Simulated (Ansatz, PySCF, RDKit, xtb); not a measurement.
# Solving CH2PZn, step by step

Only the formula CH2PZn is given (odd number of electrons). Aim: find the structure of lowest free energy at 298.15 K, then its properties.

The funnel: GFN2-xTB relaxations, single points with a density functional, relaxations at B3LYP/6-31G*, harmonic vibrations, and a last energy at a higher level. All values are calculated.

6 further runs of the same task are left out: 6 set aside as unsound or not needed.

## Step 1: Possible bonding patterns

All bonding patterns within simple valence rules are listed by program: one Lewis structure each, at most two rings and one unusual centre or charged pair. O–O, O–halogen and N–halogen bonds and N–N–N chains are not drawn. That gives 16 candidates.

c057 C#[P@H][Zn]; c253 [P]=[CH][ZnH]; c269 [CH]=[P][ZnH]; c277 [CH2]1[P][Zn]1; c381 [C]1=[P@@H+][ZnH-]1; c405 [CH][Zn][PH]; c448 [CH]1[P@H][Zn]1; c449 C=[P][Zn]; c628 [PH2+]=[C-][Zn]; c645 [C]#[P+][ZnH2-]; c646 [C]#[P@@H][ZnH]; c694 P=[C][ZnH]; c798 C#[P@@H][Zn]; c805 P=[CH][Zn]; c934 [C]#[P@H][ZnH]; c996 [C]1=[P@H+][ZnH-]1.

Candidates are built by distance geometry, with a force field where one applies, in up to four conformers (letters a to d). 6 starts with atoms placed at random are added, to find patterns that the rules miss.

**Question.** With final energies at CCSD(T)/def2-SVP + MP2/def2-TZVPP - MP2/def2-SVP, which structure will this search put lowest in free energy, and by what margin?

| quantity | value |
| --- | --- |
| lowest structure found | C=[P][Zn], doublet, Cs |
| next finalist | [P]=[CH][ZnH], doublet, 5.3 kcal/mol higher in G |
| share at equilibrium, among the finalists | 100.0 % |
| harmonic wavenumbers, lowest and highest (B3LYP/6-31G*) | 112 and 3184 cm⁻¹ |
| rotational constants, same geometry | 0.5871, 0.09953, 0.08511 cm⁻¹ |
| dipole moment (PBE0/def2-TZVPD) | 0.79 D |
| HOMO energy (highest over α and β) (PBE0/def2-TZVPD) | -5.20 eV |
| LUMO energy (lowest over α and β) (PBE0/def2-TZVPD) | -2.60 eV |
| lowest excitation (TD-CAM-B3LYP/def2-SVPD) | 1.82 eV (f = 0.004) |
| strongest of the states computed, same level | 3.17 eV (f = 0.132) |
| vertical ionisation energy (to the singlet cation) | 7.12 eV |
| vertical electron affinity | 1.02 eV |
| vertical quartet less doublet | +2.62 eV |

The lowest structure found is `C=[P][Zn]`. The margin of 5.3 kcal/mol over the next finalist is beyond the usual error of the last level; it says nothing of structures that weren't ranked. GFN2-xTB, HF/STO-3G, r2SCAN-D4/def2-SVP, B3LYP/6-31G*, HF/def2-SVP and MP2/def2-SVP already put its bonding pattern lowest among the structures in one piece. The stability test raises a flag; for an open shell a flag towards a general spinor solution can be the free rotation of the spin. The search is not exhaustive (a finite list of starts, one conformer a finalist), so a lower isomer can't be ruled out.
